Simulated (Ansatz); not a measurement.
I need harmonic frequencies at the relaxed geometry of ClH4SbSi, SMILES Cl[SiH2][SbH2]. Use Ansatz 0.2.0, Python API. Settings (for the species named): B3LYP, def2-SVP basis, multiplicity 1.

```xyz
7

Cl   -1.7602   -1.1531    0.5688
Si   -0.5749   -0.0713   -0.7746
Sb    1.4883    0.6602    0.4125
H    -0.1376   -0.9356   -1.9009
H    -1.2792    1.1077   -1.2992
H     0.5839    1.2577    1.7966
H     1.7409   -0.9336    1.1512
```

The script, `clh4sbsi_freq.py`:
```python
"""Harmonic frequencies of ClH4SbSi at its relaxed geometry."""

import argparse
import itertools

import ansatz as az
from ase import Atoms
from ase.data import atomic_numbers, covalent_radii
from ase.thermochemistry import IdealGasThermo
import numpy as np

parser = argparse.ArgumentParser(description="Harmonic frequencies of ClH4SbSi at its relaxed geometry.")
parser.add_argument("--basis-set", required=True, help="Gaussian basis set")
parser.add_argument("--functional", default="b3lyp", help="exchange-correlation functional")
args = parser.parse_args()

atoms = Atoms(["Cl", "Si", "Sb", "H", "H", "H", "H"], positions=[
    [-1.7602, -1.1531, 0.5688],
    [-0.5749, -0.0713, -0.7746],
    [1.4883, 0.6602, 0.4125],
    [-0.1376, -0.9356, -1.9009],
    [-1.2792, 1.1077, -1.2992],
    [0.5839, 1.2577, 1.7966],
    [1.7409, -0.9336, 1.1512],
])
geometry = az.Crystal.molecule_from_ase(atoms)

calculation = (
    geometry.calculation()
    .basis(gaussian=args.basis_set)  # atom-centred Gaussian functions
    .functional(args.functional)
)
symbols = [site.symbol for site in geometry.cartesian_sites]
start = np.array([site.position_ang for site in geometry.cartesian_sites], dtype=float)
def progress(event):
    if event["event"] == "relax_step":
        row = event["data"]
        print(f"step {row['step']:3d}  E = {row['lagrangian_ev']:.6f} eV  largest force component {row['allowed_force_max_ev_ang']:.4f} eV/A")


r = calculation.relax(force_tolerance=0.003).session().plan().execute(on_event=progress).report
end = np.array(r["positions_ang"])

# pairs closer than 1.2 times the sum of covalent radii, before or after
radius = [covalent_radii[atomic_numbers[s]] for s in symbols]
span = lambda where, i, j: np.linalg.norm(where[i] - where[j])
bonded = [(i, j) for i, j in itertools.combinations(range(len(symbols)), 2) if min(span(start, i, j), span(end, i, j)) < 1.2 * (radius[i] + radius[j])]
print("pair        before    after (A)")
for i, j in bonded:
    print(f"{symbols[i]}{i}-{symbols[j]}{j}".ljust(10), f"{span(start, i, j):8.4f} {span(end, i, j):8.4f}")

# same settings at the minimum
minimum = az.Crystal.molecule()
for symbol, place in zip(symbols, end):
    minimum = minimum.atom(symbol, place.tolist())
vibrating = minimum.calculation()
vibrating = vibrating.basis(gaussian=args.basis_set).functional(args.functional)
vibrating = vibrating.phonons(temperatures=(100, 500, 100))
vib = vibrating.run(threads=1, pin="off").report["vibrations"]
sums = vib["harmonic_sums"]
modes = [m["omega_inv_cm"] for m in sums["modes_at_gamma"] if m["rigid_motion"] == "no"]
print("frequencies (1/cm):", " ".join(f"{w:.0f}" for w in modes))
print("imaginary modes:", sum(w < 0 for w in modes), " zero-point energy:", round(sums["zero_point_energy_ev"], 4), "eV")
# rigid rotor and ideal gas, symmetry number taken as one
gas = IdealGasThermo(vib_energies=[w / 8065.544 for w in modes if w > 0], geometry="linear" if len(modes) == 3 * len(symbols) - 5 else "nonlinear",
                     atoms=Atoms(symbols, positions=end), symmetrynumber=1, spin=0.0)
print(f"H(298 K) - E = {gas.get_enthalpy(298.15, verbose=False):.4f} eV")
print(f"S(298 K, 1 bar) = {96485.33 * gas.get_entropy(298.15, 1e5, verbose=False):.1f} J/(mol K) with symmetry number 1")
```

```console
$ python clh4sbsi_freq.py --basis-set def2-SVP
step   1  E = -27000.603371 eV  largest force component 1.0982 eV/A
step   2  E = -27000.700915 eV  largest force component 0.4808 eV/A
step   3  E = -27000.744226 eV  largest force component 0.1381 eV/A
step   4  E = -27000.745692 eV  largest force component 0.0703 eV/A
step   5  E = -27000.738503 eV  largest force component 0.3637 eV/A
step   6  E = -27000.747006 eV  largest force component 0.0243 eV/A
step   7  E = -27000.747218 eV  largest force component 0.0021 eV/A
pair        before    after (A)
Cl0-Si1      2.0928   2.0886
Si1-Sb2      2.4902   2.6073
Si1-H3       1.4855   1.4907
Si1-H4       1.4701   1.4906
Sb2-H5       1.7580   1.7220
Sb2-H6       1.7747   1.7220
frequencies (1/cm): 107 110 286 369 504 544 593 719 829 842 939 1924 1932 2214 2226
imaginary modes: 0  zero-point energy: 0.8763 eV
H(298 K) - E = 1.0631 eV
S(298 K, 1 bar) = 339.4 J/(mol K) with symmetry number 1
```

Total energies depend on the basis set; only differences at equal settings carry meaning. The frequencies are harmonic and unscaled, in a modest basis. b3lyp holds the VWN-RPA fit, as in Gaussian; the form of ORCA and Turbomole is b3lyp5. The entropy takes a symmetry number of 1; a symmetric molecule's is lower by R ln(sigma). Hardware and time: 61 s on 1 thread of AMD EPYC 9B45 (Zen 5), with other jobs on the host, peak memory 0.3 GiB.
